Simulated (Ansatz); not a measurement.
# LaTe, space group Fm-3m: a relaxation of cell and ions

Program: Ansatz 0.2.0, Python API.

Script `run_vcrelax.py`:
```python
# -*- coding: utf-8 -*-
import ansatz as az
from ase import Atoms
from ase.neighborlist import neighbor_list
import numpy as np

def edges_and_angles(cell):
    cell = np.asarray(cell)
    a, b, c = np.linalg.norm(cell, axis=1)
    cosines = cell[1] @ cell[2] / (b * c), cell[0] @ cell[2] / (a * c), cell[0] @ cell[1] / (a * b)
    return (a, b, c, *np.degrees(np.arccos(cosines)))


def main():
    cell = (
        az.Lattice.fcc(6.436)
        .space_group(225)
        .atom('La', [0.0, 0.0, 0.0])
        .atom('Te', [0.5, 0.0, 0.0])
        .primitive()
    )

    calc = (
        cell.calculation()
        .scf(tolerance=1e-07)
        .functional(az.Functional.PBESOL)
        .occupations('Fermi-Dirac')
        .pseudopotentials('paw')
        .kpoints(6, 6, 6, center='gamma')
        .relax(force_tolerance=0.005, fix_cell=['shape'])
    )
    steps = []


    def collect(event):
        if event['event'] == 'relax_step':
            steps.append(event['data'])


    done = calc.session().plan().execute(on_event=collect)
    r = done.report
    print('step   energy (eV)     max comp. (eV/A)   P (GPa)  SCF')
    for s in steps:
        print(f'{s["step"]:4d} {s["lagrangian_ev"]:15.5f} {s["allowed_force_max_ev_ang"]:12.4f} {s["pressure_gpa"]:10.3f} {s["n_scf"]:5d}')

    first, last = steps[0], steps[-1]
    symbols = [site.symbol for site in done.lattice.sites]
    print(f'energy gained {first["lagrangian_ev"] - last["lagrangian_ev"]:.4f} eV in {len(steps) - 1} steps')
    for label, vectors in (('before', first['cell_ang']), ('after', done.lattice.cell_ang)):
        print(label, 'a b c (A) {:.4f} {:.4f} {:.4f}  angles {:.2f} {:.2f} {:.2f}'.format(*edges_and_angles(vectors)), f' V = {abs(np.linalg.det(vectors)):.3f} A^3')
    print('final stress xx yy zz (GPa, compression positive):', np.round(np.diag(r['stress_gpa']), 3) + 0.0)

    print('relaxed fractional positions')
    for site in done.lattice.sites:
        print(f'  {site.symbol:2s}', ' '.join(f'{v % 1:8.5f}' for v in np.round(site.position_frac, 5)))

    final = Atoms(symbols, positions=last['positions_ang'], cell=done.lattice.cell_ang, pbc=True)
    i, j, d = neighbor_list('ijd', final, 4.5)
    print('neighbours within 1.2 times the shortest distance of each atom (A)')
    for atom in range(len(final)):
        near = [m for m in np.argsort(d) if i[m] == atom]
        shell = [m for m in near if d[m] < 1.2 * d[near[0]]]
        print(f'{symbols[atom]}{atom} ({len(shell)}):', ', '.join(f'{symbols[j[m]]} {d[m]:.3f}' for m in shell))

    for key in ('converged', 'n_iterations', 'n_electrons', 'n_kpoints', 'n_pw', 'n_symmetry_ops', 'free_energy_ev', 'fermi_energy_ev'):
        print(f'{key:18s} {r[key]}')


if __name__ == '__main__':
    main()
```

```console
$ python run_vcrelax.py
DeckWarning: basis.ecutwfc = 420 eV, auto-derived from the records' recommended cutoffs: set by La (normal level)
DeckWarning: relax.cell: scf.convergence.dr2_threshold = 1e-7 eV (the SCF's general default) is looser than the 2e-10 eV advised for a relaxation that steers and ends on the stress (1e-10 eV for each atom of the cell: 2). What an SCF threshold leaves in a [...]
step   energy (eV)     max comp. (eV/A)   P (GPa)  SCF
   1    -13066.02010       0.0000     -1.216     7
   2    -13066.02247       0.0000      1.003     6
   3    -13066.02550       0.0000     -0.036     5
   4    -13066.02539       0.0000     -0.036     2
energy gained 0.0053 eV in 3 steps
before a b c (A) 4.5509 4.5509 4.5509  angles 60.00 60.00 60.00  V = 66.648 A^3
after a b c (A) 4.5205 4.5205 4.5205  angles 60.00 60.00 60.00  V = 65.320 A^3
final stress xx yy zz (GPa, compression positive): [-0.036 -0.036 -0.036]
relaxed fractional positions
  La  0.00000  0.00000  0.00000
  Te  0.50000  0.50000  0.50000
neighbours within 1.2 times the shortest distance of each atom (A)
La0 (6): Te 3.196, Te 3.196, Te 3.196, Te 3.196, Te 3.196, Te 3.196
Te1 (6): La 3.196, La 3.196, La 3.196, La 3.196, La 3.196, La 3.196
converged          True
n_iterations       2
n_electrons        27.0
n_kpoints          16
n_pw               1243
n_symmetry_ops     48
free_energy_ev     -13066.02539094697
fermi_energy_ev    11.676687694906082
```
(Warnings from the package without file and line, shortened.)

Notes:
- Total energies depend on the potentials; only differences at equal settings carry meaning. A total without «per atom» is that of the cell as typed.
- Forces vanish by symmetry, so the ions can't move, and the end may be a saddle.
- For a metal this k-point mesh is coarse: on a finer one energies can move by several to tens of meV an atom and pressures by half a GPa or more, differences at one mesh by less.
- The zero of the levels is a convention of the potentials, so an absolute Fermi energy is no work function.
- Energies along a relaxation are free energies. Rows at an unchanged volume are solved on a plane-wave basis chosen afresh for that cell, so the energy jumps there and such rows are no steps of the walk.
- Edges and angles are those of the cell as typed, here a primitive one, not of the conventional cell.
- The starting cell is as deposited in a crystallographic database; the results hold for this polymorph, which needn't be the stable one.
- Run time: 6.2 s on 1 thread of Arm Neoverse V1, with other jobs on the host, peak memory 0.46 GiB.
